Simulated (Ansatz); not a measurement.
# TiH4O4 (SMILES O[Ti](O)(O)O) at PBE0/def2-SVP

Aim: the energy change on altering one bond length of TiH4O4 at PBE0/def2-SVP, from 2 runs. 

The calculation is run with Ansatz 0.2.0.

1 further run of the same task is left out (set aside as unsound or not needed).

## (1) The system as given

TiH4O4 has 9 atoms, charge 0, and is taken as a singlet. SMILES: `O[Ti](O)(O)O`. Geometry: relaxed at PBE0-D4/def2-TZVP. This is one conformer, not always the lowest.

Bond lengths: O1–Ti2 1.801 Å, Ti2–O3 1.801 Å, Ti2–O4 1.801 Å, Ti2–O5 1.801 Å, O1–H6 0.958 Å, O3–H7 0.958 Å, O4–H8 0.958 Å, O5–H9 0.958 Å. Angles: O1–Ti2–O3 108.5°, O1–Ti2–O4 109.9°, O1–Ti2–O5 110.0°, O3–Ti2–O4 110.0°, O3–Ti2–O5 109.9°, O4–Ti2–O5 108.5°, Ti2–O1–H6 129.5°, Ti2–O3–H7 129.5°, Ti2–O4–H8 129.5°, Ti2–O5–H9 129.6°.

## (2) A single-point energy at PBE0/def2-SVP

Contents of run.yaml:

```yaml
basis:
  gaussian: {orbitals: def2-SVP}
crystal:
  periodic: [false, false, false]
  atoms:
    - symbol: O
      position_ang: [-0.125250, 1.268390, -1.272730]
    - symbol: Ti
      position_ang: [0.000070, 0.000090, -0.000050]
    - symbol: O
      position_ang: [1.651710, -0.715310, -0.066120]
    - symbol: O
      position_ang: [-1.235630, -1.279200, -0.283830]
    - symbol: O
      position_ang: [-0.290490, 0.726280, 1.622320]
    - symbol: H
      position_ang: [-0.813470, 1.413950, -1.922910]
    - symbol: H
      position_ang: [2.270980, -0.885970, 0.644480]
    - symbol: H
      position_ang: [-1.123140, -2.176250, -0.600550]
    - symbol: H
      position_ang: [-0.334770, 1.648010, 1.879390]
magnetization: {spin_polarized: false, initial_magnetization: 0}
hamiltonian: {xc: {name: PBE0}}
accuracy: high
output: {orbitals: {seedname: orbitals}}
```

Command:

```sh
$ ansatz run run.yaml --threads 1 --pin off --max-ram 3480MiB --events-out events.jsonl --progress --plain --runs-dir runs
```

What it wrote:

```text
Warning: RAYON_NUM_THREADS=1 ignored (pool sized by the plan → 1); use --threads N
Functional definition: PBE0
  name "PBE0"
  parameter a = 0.25
  parameter kappa = 0.804
  parameter beta = 0.06672455060314922
  exchange = (1 - a)*pbe_x(kappa = kappa, mu = beta*pi^2/3) + a*exact_x
  correlation = pbe_c(beta = beta)
2461 factors; integrals over basis functions are off by at most 4.3e-9 eV
mean field evaluation 1: about -31331.4458 eV, gradient 1.0e2 eV
mean field evaluation 2: about -31039.9524 eV, gradient 4.2e2 eV
mean field evaluation 4: about -31349.2401 eV, gradient 2.4e1 eV
mean field evaluation 8: about -31350.6850 eV, gradient 8.7e-1 eV
mean field evaluation 16: about -31350.6870 eV, gradient 1.0e-4 eV
mean field -31350.68696834 eV, -1152.1164958276 hartree, gradient 2.5e-8 eV, S^2 0.000000; 0 other end points of the search recorded, 0 dependent functions left out
reference -31350.68697481 eV, -1152.1164960653 hartree; 29, 29 occupied and 78, 78 virtual orbitals, 2461 factors
Total energy: -31350.68697481 eV, -1152.1164960653 hartree
```

Wall time 23 s (1 thread of Intel Xeon Platinum 8259CL at 2.50GHz (Skylake/Cascade Lake), shared host); peak memory 0.46 GiB.

## (3) The distorted shape, same level

Contents of job.yaml:

```yaml
crystal:
  periodic: [false, false, false]
  atoms:
    - {symbol: O, position_ang: [-0.187912, 1.902563, -1.909093]}
    - {symbol: Ti, position_ang: [0.000070, 0.000090, -0.000050]}
    - {symbol: O, position_ang: [1.651710, -0.715310, -0.066120]}
    - {symbol: O, position_ang: [-1.235630, -1.279200, -0.283830]}
    - {symbol: O, position_ang: [-0.290490, 0.726280, 1.622320]}
    - {symbol: H, position_ang: [-0.876132, 2.048123, -2.559273]}
    - {symbol: H, position_ang: [2.270980, -0.885970, 0.644480]}
    - {symbol: H, position_ang: [-1.123140, -2.176250, -0.600550]}
    - {symbol: H, position_ang: [-0.334770, 1.648010, 1.879390]}
basis:
  gaussian:
    orbitals: def2-SVP
total_charge: 0
hamiltonian:
  xc: {name: PBE0}
accuracy: high
output: {orbitals: {seedname: orbitals}}
```

Command:

```sh
$ ansatz run job.yaml --threads 1 --pin off --max-ram 3480MiB --events-out events.jsonl --progress --plain --runs-dir runs
```

What it wrote:

```text
Warning: RAYON_NUM_THREADS=1 ignored (pool sized by the plan → 1); use --threads N
Functional definition: PBE0
  name "PBE0"
  parameter a = 0.25
  parameter kappa = 0.804
  parameter beta = 0.06672455060314922
  exchange = (1 - a)*pbe_x(kappa = kappa, mu = beta*pi^2/3) + a*exact_x
  correlation = pbe_c(beta = beta)
2422 factors; integrals over basis functions are off by at most 2.5e-8 eV
mean field evaluation 1: about -31323.3455 eV, gradient 1.1e2 eV
mean field evaluation 2: about -30691.0517 eV, gradient 4.4e2 eV
mean field evaluation 4: about -31182.0703 eV, gradient 2.2e2 eV
mean field evaluation 8: about -31346.9781 eV, gradient 8.7e0 eV
mean field evaluation 16: about -31347.3578 eV, gradient 1.1e-2 eV
mean field evaluation 32: about -31347.3579 eV, gradient 1.1e-6 eV
mean field -31347.35785821 eV, -1151.9941532868 hartree, gradient 6.4e-8 eV, S^2 0.000000; 0 other end points of the search recorded, 0 dependent functions left out
reference -31347.35786495 eV, -1151.9941535347 hartree; 29, 29 occupied and 78, 78 virtual orbitals, 2422 factors
Total energy: -31347.35786495 eV, -1151.9941535347 hartree
```

It took 17 s on 1 thread of Intel Xeon Platinum 8259CL at 2.50GHz (Skylake/Cascade Lake), shared host; peak memory 0.45 GiB.

## (4) Results

At PBE0/def2-SVP:

```
                                                          quantity           value
                                         first shape: total energy  -1152.11650 Eh
                                          first shape: HOMO energy        -8.58 eV
                                          first shape: LUMO energy        -0.87 eV
                                        first shape: HOMO–LUMO gap         7.72 eV
                                     distorted shape: total energy  -1151.99415 Eh
                                      distorted shape: HOMO energy        -5.78 eV
                                      distorted shape: LUMO energy        -2.54 eV
                                    distorted shape: HOMO–LUMO gap         3.24 eV
energy change with the O1–Ti2 bond stretched from 1.801 to 2.702 Å        3.329 eV
```

What this shows: With the O1–Ti2 bond stretched from 1.801 to 2.702 Å the energy rises by 3.33 eV (77 kcal/mol). The first shape isn't relaxed at this level, so the change isn't measured from a minimum. A restricted reference can't describe the breaking bond well at this length.
